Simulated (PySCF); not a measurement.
# One shape, several levels: CH7AlOSSi (SMILES [AlH2][CH](S)O[SiH3])

We compute a comparison of 4 runs (HF/STO-3G, HF/3-21G, B3LYP/6-31G*, TPSS/def2-SVP) of CH7AlOSSi. The job is set up through a Python script.

Program for the calculation: PySCF 2.14.0.

1 further run of the same task is left out (it didn't finish).

## Step 1: The system as given

CH7AlOSSi: 12 atoms, total charge 0, spin state singlet. As SMILES, `[AlH2][CH](S)O[SiH3]`. The shape is that of a PBE0-D4/def2-TZVP optimisation. This is one conformer, not always the lowest.

Bond lengths: Al1–C2 1.967 Å, C2–S3 1.914 Å, C2–O4 1.378 Å, O4–Si5 1.660 Å, Al1–H6 1.584 Å, Al1–H7 1.584 Å, C2–H8 1.098 Å, S3–H9 1.347 Å, Si5–H10 1.480 Å, Si5–H11 1.485 Å, Si5–H12 1.488 Å. Some angles: Al1–C2–S3 80.2°, Al1–C2–O4 126.9°, S3–C2–O4 113.8°, C2–O4–Si5 123.6°, Al1–C2–H8 114.5°, S3–C2–H8 100.2°, O4–C2–H8 112.7°, C2–Al1–H6 117.6°, C2–Al1–H7 116.8°, C2–S3–H9 95.1°.

## Step 2: Energy and gradient at HF/STO-3G (run 1)

input.py

```python
# [AlH2][CH](S)O[SiH3]
from pyscf import gto

mol = gto.Mole()
mol.atom = '''
Al    -1.395700     1.517800     1.169400
C     -0.425900     0.444900    -0.164500
S     -1.353100    -0.949100     0.763200
O      0.936800     0.253200    -0.238900
Si     1.650400    -0.923800    -1.166900
H     -0.709300     1.728000     2.581800
H     -2.756200     2.178800     0.700400
H     -0.916200     0.385000    -1.145600
H     -0.548300    -0.930000     1.842800
H      3.058500    -0.503700    -1.341300
H      1.589900    -2.245200    -0.491900
H      0.946100    -1.011000    -2.474500
'''
mol.spin = 0
mol.verbose = 4
mol.max_memory = 1860
mol.basis = 'sto-3g'
mol.build()

myscf = mol.RHF()
myscf.conv_tol = 1e-10
myscf.kernel()
if not myscf.converged:
    myscf = myscf.newton().run(myscf.mo_coeff, myscf.mo_occ)

e_final = myscf.e_tot
print(f'total energy: {e_final:.8f} hartree')
grad = myscf.nuc_grad_method().kernel()
myscf.analyze()
```

Launch:

```bash
OMP_NUM_THREADS=1 python input.py
```

What it wrote:

```text
PySCF version 2.14.0

[... 67 lines left out ...]
total energy: -1033.11175161 hartree
[... 16 lines left out ...]
Two-electron Coulomb Energy =          826.784616975406607
[... 6 lines left out ...]
MO #4   energy= -20.1907233348916  occ= 2
[... 4 lines left out ...]
MO #9   energy= -6.27419926151129  occ= 2
[... 4 lines left out ...]
MO #14  energy= -4.01854168554065  occ= 2
[... 4 lines left out ...]
MO #19  energy= -0.938023582118955 occ= 2
[... 4 lines left out ...]
MO #24  energy= -0.495760098613649 occ= 2
[... 4 lines left out ...]
MO #29  energy= -0.339813831118724 occ= 2
[... 4 lines left out ...]
MO #34  energy= 0.407938367287216  occ= 0
[... 4 lines left out ...]
MO #39  energy= 0.55385780060165   occ= 0
[... 4 lines left out ...]
MO #44  energy= 0.837918146769008  occ= 0
[... 20 lines left out ...]
pop of  2 S 2py           1.99960
pop of  2 S 2pz           1.99935
pop of  2 S 3px           1.48506
pop of  2 S 3py           1.52464
pop of  2 S 3pz           1.15902
pop of  3 O 1s            1.99990
pop of  3 O 2s            1.66742
pop of  3 O 2px           1.26197
pop of  3 O 2py           1.64509
pop of  3 O 2pz           1.76083
pop of  4 Si 1s           2.00000
pop of  4 Si 2s           1.99986
pop of  4 Si 3s           1.08051
pop of  4 Si 2px          1.99902
pop of  4 Si 2py          1.99909
pop of  4 Si 2pz          1.99908
pop of  4 Si 3px          0.76607
pop of  4 Si 3py          0.70917
pop of  4 Si 3pz          0.73104
pop of  5 H 1s            1.23274
pop of  6 H 1s            1.23007
pop of  7 H 1s            1.00439
pop of  8 H 1s            1.04524
pop of  9 H 1s            1.14059
pop of  10 H 1s           1.14964
pop of  11 H 1s           1.15098
 ** Mulliken atomic charges  **
charge of    0Al =      0.68238
charge of    1C =     -0.15175
charge of    2S =      0.04207
charge of    3O =     -0.33521
charge of    4Si =      0.71617
charge of    5H =     -0.23274
charge of    6H =     -0.23007
charge of    7H =     -0.00439
charge of    8H =     -0.04524
charge of    9H =     -0.14059
charge of   10H =     -0.14964
charge of   11H =     -0.15098
Dipole moment(X, Y, Z, Debye):  0.35250, -0.48793, -0.44904
```

It took 5.7 s on 1 thread of Intel Xeon at 2.50GHz (Skylake/Cascade Lake), shared host; peak memory 0.12 GiB.

## Step 3: Energy and forces at HF/3-21G (run 2)

input.py

```python
import pyscf.grad
from pyscf import gto, scf

mol = gto.M(
    atom='''
Al    -1.395700     1.517800     1.169400
C     -0.425900     0.444900    -0.164500
S     -1.353100    -0.949100     0.763200
O      0.936800     0.253200    -0.238900
Si     1.650400    -0.923800    -1.166900
H     -0.709300     1.728000     2.581800
H     -2.756200     2.178800     0.700400
H     -0.916200     0.385000    -1.145600
H     -0.548300    -0.930000     1.842800
H      3.058500    -0.503700    -1.341300
H      1.589900    -2.245200    -0.491900
H      0.946100    -1.011000    -2.474500
''',
    basis='3-21g',
    max_memory=1860,
    verbose=4,
)

calc0 = scf.RHF(mol)
calc0.conv_tol = 1e-10
calc0.kernel()
if not calc0.converged:
    calc0 = calc0.newton().run(calc0.mo_coeff, calc0.mo_occ)

e_final = calc0.e_tot
print(f'total energy: {e_final:.8f} hartree')
grad = calc0.Gradients().kernel()
dip = calc0.dip_moment()
pop, q = calc0.mulliken_pop()
```

Launch:

```bash
OMP_NUM_THREADS=1 python input.py
```

What it wrote:

```text
PySCF version 2.14.0

[... 68 lines left out ...]
converged SCF energy = -1039.68791924339
total energy: -1039.68791924 hartree
[... 11 lines left out ...]
Dipole moment(X, Y, Z, Debye):  0.88598, -0.39231, -0.93074
[... 45 lines left out ...]
pop of  4 Si 1s           1.99856
pop of  4 Si 2s           1.97250
pop of  4 Si 3s           0.69433
pop of  4 Si 4s           0.41417
pop of  4 Si 2px          1.95707
pop of  4 Si 2py          1.95619
pop of  4 Si 2pz          1.95651
pop of  4 Si 3px          0.52499
pop of  4 Si 3py          0.46717
pop of  4 Si 3pz          0.48107
pop of  4 Si 4px          0.13602
pop of  4 Si 4py          0.11094
pop of  4 Si 4pz          0.12951
pop of  5 H 1s            0.39937
pop of  5 H 2s            0.85010
pop of  6 H 1s            0.39868
pop of  6 H 2s            0.85307
pop of  7 H 1s            0.47027
pop of  7 H 2s            0.28691
pop of  8 H 1s            0.42989
pop of  8 H 2s            0.44942
pop of  9 H 1s            0.43095
pop of  9 H 2s            0.78282
pop of  10 H 1s           0.43077
pop of  10 H 2s           0.79050
pop of  11 H 1s           0.43035
pop of  11 H 2s           0.79797
 ** Mulliken atomic charges  **
charge of    0Al =      1.00838
charge of    1C =     -0.46064
charge of    2S =     -0.12797
charge of    3O =     -0.81966
charge of    4Si =      1.20096
charge of    5H =     -0.24947
charge of    6H =     -0.25175
charge of    7H =      0.24282
charge of    8H =      0.12069
charge of    9H =     -0.21377
charge of   10H =     -0.22127
charge of   11H =     -0.22832
```

Run time: 8.1 s. Hardware: 1 thread of Intel Xeon at 2.50GHz (Skylake/Cascade Lake), shared host; peak memory 0.14 GiB.

Run 3 isn't shown in full; the table further down has it.

## Step 4: Energy and gradient at TPSS/def2-SVP (run 4)

input.py

```python
from pyscf import gto, dft

mol = gto.M(
    atom='''
Al    -1.395700     1.517800     1.169400
C     -0.425900     0.444900    -0.164500
S     -1.353100    -0.949100     0.763200
O      0.936800     0.253200    -0.238900
Si     1.650400    -0.923800    -1.166900
H     -0.709300     1.728000     2.581800
H     -2.756200     2.178800     0.700400
H     -0.916200     0.385000    -1.145600
H     -0.548300    -0.930000     1.842800
H      3.058500    -0.503700    -1.341300
H      1.589900    -2.245200    -0.491900
H      0.946100    -1.011000    -2.474500
''',
    spin=0,
    max_memory=1860,
    verbose=3,
    basis='def2-svp',
)

mf = dft.RKS(mol, xc='tpss')
mf.conv_tol = 1e-10
mf.grids.level = 5
mf.kernel()
if not mf.converged:
    mf = mf.newton().run(mf.mo_coeff, mf.mo_occ)

etot = mf.e_tot
print(f'total energy: {etot:.8f} hartree')
grad = mf.nuc_grad_method().kernel()
dip = mf.dip_moment()
pop, q = mf.mulliken_pop()
```

Launch:

```bash
OMP_NUM_THREADS=1 python input.py
```

What it wrote:

```text
converged SCF energy = -1047.36864957894
total energy: -1047.36864958 hartree
[... 8 lines left out ...]
Dipole moment(X, Y, Z, Debye):  0.88031, -1.15843, -0.83485
[... 91 lines left out ...]
pop of  6 H 2py           0.00102
pop of  6 H 2pz           0.00081
pop of  7 H 1s            0.75289
pop of  7 H 2s            0.14074
pop of  7 H 2px           0.00442
pop of  7 H 2py           0.00515
pop of  7 H 2pz           0.01150
pop of  8 H 1s            0.71917
pop of  8 H 2s            0.13474
pop of  8 H 2px           0.01018
pop of  8 H 2py           0.00597
pop of  8 H 2pz           0.01374
pop of  9 H 1s            0.75582
pop of  9 H 2s            0.31789
pop of  9 H 2px           0.00744
pop of  9 H 2py           0.00128
pop of  9 H 2pz           0.00086
pop of  10 H 1s           0.75714
pop of  10 H 2s           0.32110
pop of  10 H 2px          0.00093
pop of  10 H 2py          0.00665
pop of  10 H 2pz          0.00220
pop of  11 H 1s           0.75692
pop of  11 H 2s           0.33002
pop of  11 H 2px          0.00230
pop of  11 H 2py          0.00081
pop of  11 H 2pz          0.00650
 ** Mulliken atomic charges  **
charge of    0Al =      0.51815
charge of    1C =     -0.11377
charge of    2S =     -0.11249
charge of    3O =     -0.40575
charge of    4Si =      0.53314
charge of    5H =     -0.17461
charge of    6H =     -0.17833
charge of    7H =      0.08531
charge of    8H =      0.11620
charge of    9H =     -0.08329
charge of   10H =     -0.08802
charge of   11H =     -0.09654
```

Wall time 2.7 min (1 thread of Intel Xeon at 2.50GHz (Skylake/Cascade Lake), shared host); peak memory 1.2 GiB.

## Step 5: Overview of the runs

```
run                               level  integration grid   energy (Eh)  dipole moment (D)  HOMO energy (eV)  LUMO energy (eV)  wall time
  1                           HF/STO-3G                 –  -1033.111752               0.75             -6.48             10.24      5.7 s
  2                            HF/3-21G                 –  -1039.687919               1.34             -9.91              2.18      8.1 s
  3  B3LYP/6-31G* (spherical functions)                 5  -1047.647046               1.63             -6.79             -0.58       94 s
  4                       TPSS/def2-SVP                 5  -1047.368650               1.68             -6.03             -0.92    2.7 min
```

## Step 6: Summary of results

| quantity | value |
| --- | --- |
| run 4: total energy | -1047.36865 Eh |
| run 4: dipole moment | 1.68 D |
| run 4: HOMO energy | -6.03 eV |
| run 4: LUMO energy | -0.92 eV |
| run 4: HOMO–LUMO gap | 5.11 eV |
| run 4: largest force on an atom | 0.959 eV/Å |

What this shows: The dipole moment (its size) runs from 0.75 D (HF/STO-3G) to 1.68 D (TPSS/def2-SVP). The two ends differ in method and basis. The HOMO–LUMO gap runs from 5.11 eV (TPSS/def2-SVP) to 16.73 eV (HF/STO-3G). Totals of different functionals can't be ranked against each other. In run 1 the basis is minimal, so the values are rough. All runs together took 4.5 min, the longest 2.7 min.
